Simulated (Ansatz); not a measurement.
# MgCd3Se4: the cost of one run

Method: DFT PBE, scalar-relativistic, plane waves, PAW, in Ansatz 0.2.0.

## 1. Starting point

Symmetry: P4/mmm, No. 123, tetragonal system. The conventional cell has a = 4.149 Å, b = 4.149 Å, c = 11.735 Å, α = 90.00°, β = 90.00°, γ = 90.00°. Mg (site symmetry 4/mmm) is surrounded by 6 Se at 2.93 Å. Cd (site symmetry 4mm) has 6 Se at 2.93 Å as nearest neighbours. Cd (site symmetry 4/mmm) has 6 Se at 2.93 Å as nearest neighbours. Around Se (site symmetry 4/mmm) lie 4 Mg at 2.93 Å and 2 Cd at 2.93 Å. Se (site symmetry 4mm) is surrounded by 5 Cd at 2.93 Å and 1 Mg at 2.93 Å. Around Se (site symmetry 4/mmm) lie 6 Cd at 2.93 Å.

Structure file:

```
CELL_PARAMETERS angstrom
4.14906 0.00000 0.00000
0.00000 4.14906 0.00000
0.00000 0.00000 11.73531
ATOMIC_POSITIONS crystal
Mg 0.50000 0.50000 0.00000
Cd 0.00000 0.00000 0.75000
Cd 0.00000 0.00000 0.25000
Cd 0.50000 0.50000 0.50000
Se 0.00000 0.00000 0.00000
Se 0.50000 0.50000 0.25000
Se 0.00000 0.00000 0.50000
Se 0.50000 0.50000 0.75000
```

The start is an ordering of an alloy on its end members' structure types: elements ordered on the sites of the MgSe type, Cd/Mg on Mg (P4/mmm, No. 123).

## 2. A first look at the guess

input.yaml reads:

```yaml
crystal:
  lattice:
    - [4.14905936, 0.0, 0.0]
    - [0.0, 4.14905936, 0.0]
    - [0.0, 0.0, 11.73531204]
  atoms:
    - { symbol: Mg, position: [0.5, 0.5, 0.0] }
    - { symbol: Cd, position: [0.0, 0.0, 0.75] }
    - { symbol: Cd, position: [0.0, 0.0, 0.25] }
    - { symbol: Cd, position: [0.5, 0.5, 0.5] }
    - { symbol: Se, position: [0.0, 0.0, 0.0] }
    - { symbol: Se, position: [0.5, 0.5, 0.25] }
    - { symbol: Se, position: [0.0, 0.0, 0.5] }
    - { symbol: Se, position: [0.5, 0.5, 0.75] }
basis:
  ecutwfc: 420
kpoints:
  mp_grid: { grid: [4, 4, 2] }
hamiltonian:
  xc: pbe
scf:
  occupations: { method: gaussian, width: 0.1 }
  lower_state_search: "off"
output:
  forces: true
  stress: true
  eigenvalues: true
```

On the command line:

```
> ansatz run input.yaml --threads 1 --pin off --max-ram 2560MiB --backend cpu --events-out ev --progress --plain --runs-dir out
```

**Question.** How long does this run take on 1 thread of Arm Neoverse V2, shared host, and how much memory does it need?

About 7.9 s, with a peak of 0.5 GiB.
